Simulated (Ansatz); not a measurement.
# CH₅AlFNO: one species, many methods

Aim: compute CH₅AlFNO with functionals from several rungs and with coupled cluster. The yardstick is the atomisation energy at the CCSD(T) limit.

Program: Ansatz 0.2.0, Gaussian basis. Level of theory: functionals in def2-TZVPP, the program's frozen cores in correlated methods. These are calculated values, not measurements.

The runs, in order: PBE-D4, r2SCAN-D4, PBE0-D4, B3LYP-D4, ωB97X-V, ωB97M-V, B2PLYP; CCSD(T)/def2-TZVPP; MP2/def2-QZVPP; extrapolation to the limit.

## 1. Structure used throughout

An earlier PBE0-D4 in a triple-zeta def2 set relaxation fixed the geometry.

10 atoms, charge 0, spin multiplicity 1.

Atoms are counted from 1 here; the program's logs count them from 0.

Bond lengths: N1–C2 1.321 Å, N1–H6 1.004 Å, N1–H7 1.008 Å, C2–O4 1.236 Å, C2–H8 1.095 Å, F3–Al5 1.694 Å, O4–Al5 1.933 Å, Al5–H9 1.591 Å, Al5–H10 1.591 Å. Angles: C2–N1–H6 120.7°, C2–N1–H7 119.9°, H6–N1–H7 119.4°, N1–C2–O4 122.2°, N1–C2–H8 117.1°, O4–C2–H8 120.7°, C2–O4–Al5 121.5°, F3–Al5–O4 95.1°, F3–Al5–H9 114.1°, F3–Al5–H10 114.1°, O4–Al5–H9 103.3°, O4–Al5–H10 103.3°, H9–Al5–H10 121.6°.

## 2. PBE-D4 (GGA)

Contents of in.yaml:

```yaml
crystal:
  periodic: [false, false, false]
  atoms:
    - {symbol: N, position_ang: [-0.310669, -0.980469, 1.831056]}
    - {symbol: C, position_ang: [-0.132426, -0.587796, 0.582164]}
    - {symbol: F, position_ang: [0.163892, -0.410780, -2.197831]}
    - {symbol: O, position_ang: [0.067121, 0.595452, 0.285676]}
    - {symbol: Al, position_ang: [0.325204, 1.145665, -1.549198]}
    - {symbol: H, position_ang: [-0.471231, -1.948096, 2.047078]}
    - {symbol: H, position_ang: [-0.285996, -0.304764, 2.578649]}
    - {symbol: H, position_ang: [-0.168130, -1.359220, -0.193679]}
    - {symbol: H, position_ang: [-0.920352, 2.096693, -1.823747]}
    - {symbol: H, position_ang: [1.815686, 1.702114, -1.557267]}
basis:
  gaussian: {orbitals: def2-TZVPP}
hamiltonian: {xc: pbe, dispersion: d4}
output: {forces: true, orbitals: {seedname: orbitals}}
```

The run is started by

```console
$ ansatz run in.yaml --threads 4 --pin off --events-out ev --progress --plain --max-ram 10444MiB
```

Further steps of the session: r2SCAN-D4 (meta-GGA); PBE0-D4 (hybrid); B3LYP-D4 (hybrid); ωB97X-V (range-separated); ωB97M-V (range-separated); B2PLYP (double hybrid); CCSD(T) in def2-TZVPP; MP2 in def2-QZVPP.

Q: Predict the results of all the runs planned. Wanted: atomisation energy, CCSD(T)/CBS; farthest; mean size of error, hybrid; mean size of error, range-separated; gap, smallest and largest; T1 diagnostic; triples share of the correlation energy.

The runs gave:

| quantity | value |
| --- | --- |
| atomisation energy, CCSD(T)/CBS | 38.462 eV |
| functionals within 0.192 eV (0.5 %) | r2SCAN-D4, B3LYP-D4, ωB97X-V, ωB97M-V |
| farthest | PBE-D4 (+0.686 eV) |
| mean size of error, hybrid | 0.184 eV |
| mean size of error, range-separated | 0.071 eV |
| gap, smallest and largest | 3.49 eV (PBE-D4), 10.68 eV (ωB97X-V) |
| T1 diagnostic | 0.0144 |
| triples share of the correlation energy | 3.4 % |

PBE-D4 is off by +0.686 eV. Double hybrids carry the basis error of their MP2 part in triple zeta, and no dispersion term here, so their miss is partly the set-up's. Misses under about 0.192 eV are within the doubt on the reference itself, which lacks core-valence correlation, relativity and higher excitations. Hartree-Fock recovers 71 % of the binding; the rest is correlation. The gap grows from 3.5 to 10.7 eV across the functionals, mostly with the share of exact exchange.
